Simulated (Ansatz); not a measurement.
# C₃H₄BFO, SMILES C=C1OB1CF: a single point from an input written key by key

Computed with Ansatz's Python interface.

Run as a notebook:

**Cell 1**
```python
import ansatz as az
import numpy as np
import pandas as pd

deck = {
    "crystal": {
        "periodic": [False, False, False],
        "atoms": [
            {"symbol": "C", "position_ang": [-0.3342, -2.1909, 0.1097]},
            {"symbol": "C", "position_ang": [0.3808, -1.073, 0.1707]},
            {"symbol": "O", "position_ang": [1.6361, -0.4728, 0.4017]},
            {"symbol": "B", "position_ang": [0.6172, 0.4143, 0.0639]},
            {"symbol": "C", "position_ang": [-0.0641, 1.8428, -0.1665]},
            {"symbol": "F", "position_ang": [-1.1183, 1.7935, -1.0429]},
            {"symbol": "H", "position_ang": [-1.4029, -2.0467, -0.1518]},
            {"symbol": "H", "position_ang": [0.0761, -3.1063, 0.2846]},
            {"symbol": "H", "position_ang": [-0.4266, 2.2628, 0.8633]},
            {"symbol": "H", "position_ang": [0.719, 2.5251, -0.5298]},
        ],
    },
    "basis": {"gaussian": {"orbitals": "def2-SVP"}},
    "hamiltonian": {"xc": "pbe0"},
    "output": {"forces": True},
}
session = az.Session.from_dict(deck)
r = session.plan(threads=1).execute().report
```

**Cell 2**
```python
for key in ("converged", "free_energy_ev", "reference_energy_ev", "n_frozen", "n_occupied", "n_virtual"):
    print(f"{key:22s} {r[key]}")
symbols = ["C", "C", "O", "B", "C", "F", "H", "H", "H", "H"]
state = r["mean_field"]["state"]
print(f"mean field: {state['energy']['hartree']:.7f} Ha, <S^2> = {abs(state['spin_squared']):.4f}, stability: {state.get('stability', {}).get('kind')}")

forces = np.array(r["forces_ev_ang"])
print("largest force", round(float(np.linalg.norm(forces, axis=1).max()), 4), "eV/A, rms", round(float(np.sqrt((forces ** 2).mean())), 4))
charges = r["charge_distribution"]
table = pd.DataFrame({"atom": symbols, "mulliken": charges["mulliken_charges_e"], "lowdin": charges["lowdin_charges_e"]})
print(table.round(3).to_string())
print("dipole (e A):", np.round(charges["dipole_moment_e_ang"], 4) + 0.0)
```
Output:
```text
converged              True
free_energy_ev         -8598.280176921979
reference_energy_ev    -8598.280176921979
n_frozen               0
n_occupied             [22, 22]
n_virtual              [82, 82]
mean field: -315.9809684 Ha, <S^2> = 0.0000, stability: minimum
largest force 3.3517 eV/A, rms 1.1561
  atom  mulliken  lowdin
0    C    -0.117  -0.017
1    C     0.209  -0.052
2    O    -0.198   0.268
3    B    -0.041  -0.374
4    C     0.154   0.061
5    F    -0.265   0.031
6    H     0.080   0.039
7    H     0.032  -0.014
8    H     0.084   0.050
9    H     0.062   0.010
dipole (e A): [0.0734 0.2542 0.1506]
```

Notes:
- These settings explore the input space; basis and method may be short of convergence.
- The geometry is a force-field or estimated start, not a minimum of this method, and the basis set is short of its limit.
- The Löwdin charges here are taken after orthogonalising the functions within each atom; they differ from plain Löwdin charges, and their signs can be unphysical.
- Timing: 4.6 s on 1 thread of Arm Neoverse V1 (shared host), peak memory 0.29 GiB.
